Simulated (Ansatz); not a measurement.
# GaClF (SMILES [F][Ga][Cl]): UMP2/cc-pVTZ

Aim: the electronic atomisation energy of GaClF at UMP2/cc-pVTZ, from 4 runs. 

Program for the calculation: Ansatz 0.2.0.

27 further runs of the same task are left out: 27 set aside as unsound or not needed.

**1. The system as given**

GaClF: 3 atoms, total charge 0, spin state doublet. As SMILES, `[F][Ga][Cl]`. The coordinates come from a PBE0-D4/def2-TZVP relaxation.

Bond lengths: F1–Ga2 1.758 Å, Ga2–Cl3 2.157 Å. Angles: F1–Ga2–Cl3 117.7°.

**2. A single-point energy at UMP2/cc-pVTZ**

File input.yaml:

```yaml
crystal:
  periodic: [false, false, false]
  atoms:
    - {symbol: F, position_ang: [-1.421100, 0.295900, -0.754800]}
    - {symbol: Ga, position_ang: [0.066400, 0.649600, 0.112200]}
    - {symbol: Cl, position_ang: [1.343900, -1.010300, 0.629300]}
basis:
  gaussian:
    orbitals: cc-pVTZ
accuracy: high
correlation:
  method: mp2
  frozen_orbitals: {Cl: 5, F: 1, Ga: 9}
magnetization:
  spin_polarized: true
  initial_magnetization: 1
```

Run with:

```sh
$ ansatz run input.yaml --threads 1 --pin off --max-ram 3480MiB --events-out events.jsonl --progress --plain --runs-dir runs
```

What it wrote:

```text
Warning: RAYON_NUM_THREADS=1 ignored (pool sized by the plan → 1); use --threads N
Functional definition: HF
  name "HF"
  exchange = exact_x
  correlation = 0
1591 factors; integrals over basis functions are off by at most 4.3e-9 eV
mean field evaluation 1: about -67546.0162 eV, gradient 2.3e1 eV
mean field evaluation 2: about -67546.1063 eV, gradient 2.4e1 eV
mean field evaluation 4: about -67548.5288 eV, gradient 2.1e0 eV
mean field evaluation 8: about -67548.6357 eV, gradient 4.5e-1 eV
mean field evaluation 16: about -67548.6412 eV, gradient 7.9e-6 eV
mean field -67548.64120585 eV, -2482.3667782015 hartree, gradient 2.8e-8 eV, S^2 0.756112; 0 other end points of the search recorded, 0 dependent functions left out
15 core orbitals not correlated: weight in the atoms' cores, before any rotation towards them, 1.000 or more for the frozen orbitals, at most 0.000 for the correlated occupied ones
reference -67548.64120585 eV, -2482.3667782015 hartree; 14, 13 occupied and 78, 79 virtual orbitals, 1591 factors
second order -15.40560337 eV of doubles, -0.00000000 eV of singles
Total energy: -67564.04680922 eV, -2482.9329236831 hartree
```

It took 5.7 s on 1 thread of Arm Neoverse V2, shared host; peak memory 0.35 GiB.

**3. The Cl atom, same level**

File input.yaml:

```yaml
crystal:
  periodic: [false, false, false]
  atoms:
    - {symbol: Cl, position_ang: [0.000000, 0.000000, 0.000000]}
basis:
  gaussian:
    orbitals: cc-pVTZ
magnetization:
  spin_polarized: true
  initial_magnetization: 1
correlation:
  method: mp2
  frozen_orbitals: {Cl: 5}
accuracy: high
```

Run the same way, it converges to -459.64336 Eh (log not shown).

**4. The F atom at the same level**

File job.yaml:

```yaml
crystal:
  periodic: [false, false, false]
  atoms:
    - {symbol: F, position_ang: [0.000000, 0.000000, 0.000000]}
basis:
  gaussian:
    orbitals: cc-pVTZ
magnetization:
  spin_polarized: true
  initial_magnetization: 1
correlation:
  method: mp2
  frozen_orbitals: {F: 1}
accuracy: high
```

Run the same way, it converges to -99.60536 Eh (log not shown).

**5. The Ga atom at the same level**

File in.yaml:

```yaml
crystal:
  periodic: [false, false, false]
  atoms:
    - {symbol: Ga, position_ang: [0.000000, 0.000000, 0.000000]}
basis:
  gaussian:
    orbitals: cc-pVTZ
magnetization:
  spin_polarized: true
  initial_magnetization: 1
correlation:
  method: mp2
  frozen_orbitals: {Ga: 9}
accuracy: high
```

Run with:

```sh
$ ansatz run in.yaml --threads 1 --pin off --max-ram 3480MiB --events-out events.jsonl --progress --plain --runs-dir runs
```

What it wrote:

```text
Warning: RAYON_NUM_THREADS=1 ignored (pool sized by the plan → 1); use --threads N
Functional definition: HF
  name "HF"
  exchange = exact_x
  correlation = 0
448 factors; integrals over basis functions are off by at most 3.6e-9 eV
mean field evaluation 1: about -52334.4344 eV, gradient 2.9e0 eV
mean field evaluation 2: about -52334.4368 eV, gradient 2.9e0 eV
mean field evaluation 4: about -52334.6229 eV, gradient 2.4e-1 eV
mean field evaluation 8: about -52334.6221 eV, gradient 5.0e-8 eV
mean field evaluation 16: about -52334.6256 eV, gradient 2.5e-1 eV
mean field evaluation 32: about -52334.6221 eV, gradient 2.6e-5 eV
mean field -52334.62207821 eV, -1923.2618876934 hartree, gradient 2.1e-8 eV, S^2 0.762809; 3 other end points of the search recorded, 0 dependent functions left out
9 core orbitals not correlated: weight in the atoms' cores, before any rotation towards them, 1.000 or more for the frozen orbitals, at most 0.000 for the correlated occupied ones
reference -52334.62207821 eV, -1923.2618876934 hartree; 7, 6 occupied and 27, 28 virtual orbitals, 448 factors
second order -2.79658382 eV of doubles, -0.00000000 eV of singles
Total energy: -52337.41866204 eV, -1923.3646602533 hartree
```

Wall time 0.7 s (1 thread of Arm Neoverse V2, shared host).

**6. Results**

At UMP2/cc-pVTZ, 15 core orbitals frozen:

| quantity | value |
| --- | --- |
| molecule: total energy | -2482.93292 Eh |
| molecule: correlation energy (15 core orbitals frozen) | -566.1 mEh |
| molecule: ⟨S²⟩ of the reference determinant | 0.756 |
| Cl atom: total energy | -459.64336 Eh |
| Cl atom: correlation energy (5 core orbitals frozen) | -157.9 mEh |
| Cl atom: ⟨S²⟩ of the reference determinant | 0.759 |
| F atom: total energy | -99.60536 Eh |
| F atom: correlation energy (1 core orbital frozen) | -199.8 mEh |
| F atom: ⟨S²⟩ of the reference determinant | 0.753 |
| Ga atom: total energy | -1923.36466 Eh |
| Ga atom: correlation energy (9 core orbitals frozen) | -102.8 mEh |
| Ga atom: ⟨S²⟩ of the reference determinant | 0.763 |
| electronic atomisation energy | 8.695 eV |

Taking the molecule apart into free atoms costs 8.70 eV (839 kJ/mol), before zero-point energy and without spin-orbit coupling.
